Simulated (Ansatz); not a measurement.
# SiW8C8Cl4: the cost of one run

Program: Ansatz 0.2.0. Level of theory: DFT PBE+D3(BJ), plane waves, PAW, scalar-relativistic, no spin polarisation. These are calculated values, not measurements.

The COD cell was measured well above room temperature, so it is larger than a cold one.

### 1 The structure to begin with

The cell holds 21 atoms (C8Cl4SiW8): a = 5.690 Å, b = 5.588 Å, c = 17.106 Å, α = 90.00°, β = 90.00°, γ = 90.00°.

As a file:

```xyz
21
Lattice="5.6896 0.0000 0.0000 0.0000 5.5881 0.0000 0.0000 0.0000 17.1061" Properties=species:S:1:pos:R:3 pbc="T T T"
W     0.0000    0.0000    1.0000
C     2.8448    1.3970    2.6425
W     1.4224    0.0000    3.4637
C     1.4224    1.3970    5.1061
W     0.0000    2.7941    1.0000
C     2.8448    4.1911    2.6425
W     1.4224    2.7941    3.4637
C     1.4224    4.1911    5.1061
W     2.8448    0.0000    1.0000
C     5.6896    1.3970    2.6425
W     4.2672    0.0000    3.4637
C     4.2672    1.3970    5.1061
W     2.8448    2.7941    1.0000
C     5.6896    4.1911    2.6425
W     4.2672    2.7941    3.4637
C     4.2672    4.1911    5.1061
Si    0.3831    2.2680    8.3361
Cl    0.6731    4.1506    7.6635
Cl   -1.3909    1.5787    7.6635
Cl    1.8673    1.0767    7.6635
Cl    0.3831    2.2680   10.3561
```

### 2 End point A

input.yaml

```yaml
crystal:
  lattice:
    - [5.68964, 0.0, 0.0]
    - [0.0, 5.58812, 0.0]
    - [0.0, 0.0, 17.106144]
  atoms:
    - { symbol: W, position: [0.0, 0.0, 0.0584585] }
    - { symbol: C, position: [0.5, 0.25, 0.1544742] }
    - { symbol: W, position: [0.25, 0.0, 0.202482] }
    - { symbol: C, position: [0.25, 0.25, 0.2984977] }
    - { symbol: W, position: [0.0, 0.5, 0.0584585] }
    - { symbol: C, position: [0.5, 0.75, 0.1544742] }
    - { symbol: W, position: [0.25, 0.5, 0.202482] }
    - { symbol: C, position: [0.25, 0.75, 0.2984977] }
    - { symbol: W, position: [0.5, 0.0, 0.0584585] }
    - { symbol: C, position: [1.0, 0.25, 0.1544742] }
    - { symbol: W, position: [0.75, 0.0, 0.202482] }
    - { symbol: C, position: [0.75, 0.25, 0.2984977] }
    - { symbol: W, position: [0.5, 0.5, 0.0584585] }
    - { symbol: C, position: [1.0, 0.75, 0.1544742] }
    - { symbol: W, position: [0.75, 0.5, 0.202482] }
    - { symbol: C, position: [0.75, 0.75, 0.2984977] }
    - { symbol: Si, position: [0.0673272, 0.4058597, 0.4873187] }
    - { symbol: Cl, position: [0.118311, 0.7427607, 0.447996] }
    - { symbol: Cl, position: [-0.2444643, 0.2825068, 0.447996] }
    - { symbol: Cl, position: [0.3281889, 0.1926688, 0.447996] }
    - { symbol: Cl, position: [0.0673272, 0.4058597, 0.6054049] }
basis:
  ecutwfc: 420.0
kpoints:
  mp_grid: { grid: [4, 4, 1] }
hamiltonian:
  xc: pbe
  dispersion: d3bj
  pseudopotentials: { kind: paw, azcp: { folder: soft_1 } }
scf:
  occupations: { method: gaussian, width: 0.15 }
  lower_state_search: "off"
relax:
  f_tol: 0.03
  max_steps: 60
  adjacent_minimum: "off"
  constraints: [{ sites: [0, 4, 8, 12] }]
```

Run with:

```
$ ansatz run input.yaml --threads 4 --pin off --max-ram 10240MiB --backend cpu --events-out ev --progress --plain --runs-dir out
```

What time and memory should one allow on 4 threads of Arm Neoverse V1, shared host?

About 12 min, with a peak of 1.6 GiB.
